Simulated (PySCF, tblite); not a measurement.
# C₅H₉FOSi: geometry, infrared bands and NMR shifts

Aim: predict the infrared bands and NMR shifts of C₅H₉FOSi (`C=C[C@@](F)(C=O)C[SiH3]`).

Programs: tblite 0.8.0 and PySCF 2.14.0, with density-fitted response routines of our own. Each step states its level of theory. These are calculated values for one molecule in the gas phase, unless marked as measured. Atoms are numbered from 0 throughout.

### 1 The starting structure

17 atoms, charge 0, multiplicity 1; geometry from: force field or distance geometry start.

Bonds of the start (Å): C0–C1 1.36, C1–C2 1.48, C2–F3 1.36, C2–C4 1.49, C4–O5 1.23, C2–C6 1.54, C6–Si7 1.86, C0–H8 1.10, C0–H9 1.08, C1–H10 1.10, C4–H11 1.08, C6–H12 1.12, C6–H13 1.10, Si7–H14 1.47, Si7–H15 1.49, Si7–H16 1.47.

### 2 Relaxing the molecule with GFN2-xTB

What the job is given:

```
{"job": {"kind": "relax", "xc": "GFN2-xTB", "basis": "xTB"}, "charge": 0, "multiplicity": 1}
C      2.352400     0.536200     0.085500
C      1.240000     0.017700    -0.497000
C      0.301500    -0.827000     0.282300
F      0.814500    -2.086800     0.336900
C     -0.056600    -0.274300     1.619900
O      0.426400     0.792200     2.003100
C     -0.998700    -0.892300    -0.533600
Si    -1.723000     0.805900    -0.794400
H      2.568100     0.355000     1.150400
H      3.041600     1.151700    -0.464700
H      1.088700     0.236500    -1.559600
H     -0.741800    -0.762000     2.302700
H     -1.704700    -1.530400     0.055800
H     -0.732800    -1.292700    -1.521200
H     -0.701100     1.811600    -1.098600
H     -2.412100     1.237300     0.450300
H     -2.769500     0.733400    -1.827700
```

Launch:

```console
OMP_NUM_THREADS=1 python probes_run.py task.json out
```

One launch serves the whole session: the jobs run in the order shown.

**Question.** This job is followed by: GFN2-xTB harmonic vibrations, gas phase; GIAO PBE0/pcSseg-1 NMR shielding, non-relativistic, gas phase. Predict these results of the whole session: strongest single infrared mode (GFN2-xTB); zero-point energy (GFN2-xTB); ¹³C shifts against TMS (PBE0/pcSseg-1); ¹H shifts against TMS (PBE0/pcSseg-1, means over atoms taken as alike); ¹⁹F shifts against CFCl3 (PBE0/pcSseg-1); ¹⁷O shifts against H2O (PBE0/pcSseg-1); ²⁹Si shifts against TMS (PBE0/pcSseg-1); surface potential, 1st and 99th percentile.

As calculated:

```
                                                              quantity                                          value
                             strongest single infrared mode (GFN2-xTB)                          2192 cm⁻¹, 386 km/mol
                                          zero-point energy (GFN2-xTB)                                  75.9 kcal/mol
                                ¹³C shifts against TMS (PBE0/pcSseg-1)           219.0, 151.3, 132.8, 100.0, 20.9 ppm
¹H shifts against TMS (PBE0/pcSseg-1, means over atoms taken as alike)  10.61, 6.26, 5.92, 5.72, 4.00, 1.39, 1.31 ppm
                              ¹⁹F shifts against CFCl3 (PBE0/pcSseg-1)                                     -148.8 ppm
                                ¹⁷O shifts against H2O (PBE0/pcSseg-1)                                      677.7 ppm
                               ²⁹Si shifts against TMS (PBE0/pcSseg-1)                                      -79.6 ppm
                                 surface potential, 1st and 99th percentile                             -1.18 V and 1.30 V
```

**Reading.** The optimisation took 89 steps and gained 0.695 eV; among the close pairs (by a distance rule), C6–Si7 changed most, from 1.865 to 1.916 Å. The lowest mode is imaginary (57i cm⁻¹), so the xTB geometry is not a minimum. The strongest single mode, at 2192 cm⁻¹, moves mainly H16. GFN2-xTB is a fitted tight-binding method: band positions and strengths are rough. Its intensities can rank the bands wrongly. C4 (aldehyde carbonyl carbon) lies farthest downfield among carbon, at 219.0 ppm; the double bond to the heteroatom, with no lone-pair donor beside it, deshields it most. The most deshielded hydrogen is H11 (hydrogen on an aldehyde carbonyl carbon), at 10.61 ppm: deshielded by the polar, anisotropic C=O bond. At PBE0/pcSseg-1: The widest tensor belongs to O5: span 1303 ppm, with a paramagnetic part of -744 ppm. By nearest atom (PBE0/pcSseg-1), the HOMO sits on O5 41 %; H11, H16 about 10 % each and the LUMO on C4 40 %; O5 29 %.
